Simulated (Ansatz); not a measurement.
**GeH₅ISSi: small, medium and large basis sets**

The task here is to estimate one member of a computed series from the others.

Computed with Ansatz 0.2.0, Gaussian basis. Level: one geometry, several basis sets.

Levels to be run: PBE0-D4/def2-SVP; ωB97M-V/def2-SVP; PBE0-D4/def2-QZVPP; ωB97M-V/def2-QZVPP; the functionals' def2-TZVPP values are taken from earlier runs.

2 further runs of the same task are left out: 2 for a known fault of the program. Runs told in other sessions of the task aren't counted.

## The geometry

All runs share one geometry, relaxed beforehand with PBE0-D4 in a triple-zeta def2 set. I takes the def2 core potential; no spin-orbit term is included.

SMILES `S[SiH2][GeH2][I]`, 9 atoms, charge 0, spin multiplicity 1.

Atoms are counted from 1 here; the program's logs count them from 0.

Bond lengths: S1–Si2 2.130 Å, S1–H5 1.348 Å, Si2–Ge3 2.381 Å, Si2–H6 1.485 Å, Si2–H7 1.486 Å, Ge3–I4 2.535 Å, Ge3–H8 1.537 Å, Ge3–H9 1.536 Å. Angles: Si2–S1–H5 93.5°, S1–Si2–Ge3 108.6°, S1–Si2–H6 106.0°, S1–Si2–H7 113.2°, Ge3–Si2–H6 111.2°, Ge3–Si2–H7 108.2°, H6–Si2–H7 109.6°, Si2–Ge3–I4 103.9°, Si2–Ge3–H8 115.6°, Si2–Ge3–H9 114.1°, I4–Ge3–H8 106.0°, I4–Ge3–H9 106.1°, H8–Ge3–H9 110.1°.

The first run:

The input, in.yaml:

```yaml
crystal:
  periodic: [false, false, false]
  atoms:
    - {symbol: S, position_ang: [-1.618871, 1.581419, 0.768695]}
    - {symbol: Si, position_ang: [0.389674, 1.100954, 0.246357]}
    - {symbol: Ge, position_ang: [0.557524, -1.257705, -0.034971]}
    - {symbol: I, position_ang: [-1.267479, -1.800959, -1.708726]}
    - {symbol: H, position_ang: [-2.142246, 0.835981, -0.224895]}
    - {symbol: H, position_ang: [1.230851, 1.568199, 1.377413]}
    - {symbol: H, position_ang: [0.839096, 1.751989, -1.011422]}
    - {symbol: H, position_ang: [1.869473, -1.760578, -0.659126]}
    - {symbol: H, position_ang: [0.230577, -2.065499, 1.229373]}
basis:
  gaussian: {orbitals: def2-SVP}
hamiltonian: {xc: pbe0, dispersion: d4}
output: {orbitals: {seedname: orbitals}}
```

Run with:

```
$ ansatz run in.yaml --threads 4 --pin off --events-out ev --progress --plain --max-ram 10444MiB
```

Steps of the session up to this table: PBE0-D4 in def2-SVP; ωB97M-V in def2-SVP; PBE0-D4 in def2-QZVPP; ωB97M-V in def2-QZVPP.

One of the session's tables, all rows but one given; the rest of the session is left out.

It belongs to the step «Functionals by basis». 

| functional | basis | HOMO (eV) |
| --- | --- | --- |
| PBE0-D4 | def2-SVP | -7.31 |
| PBE0-D4 | def2-TZVPP | -7.37 |
| PBE0-D4 | def2-QZVPP | -7.38 |
| ωB97M-V | def2-SVP | ? |
| ωB97M-V | def2-TZVPP | -9.42 |
| ωB97M-V | def2-QZVPP | -9.44 |

Estimate the missing values for ωB97M-V, def2-SVP.

**Answer.** HOMO (eV): -9.34. In the column «HOMO (eV)» it lies between ωB97M-V, def2-TZVPP (-9.42) and PBE0-D4, def2-QZVPP (-7.38).
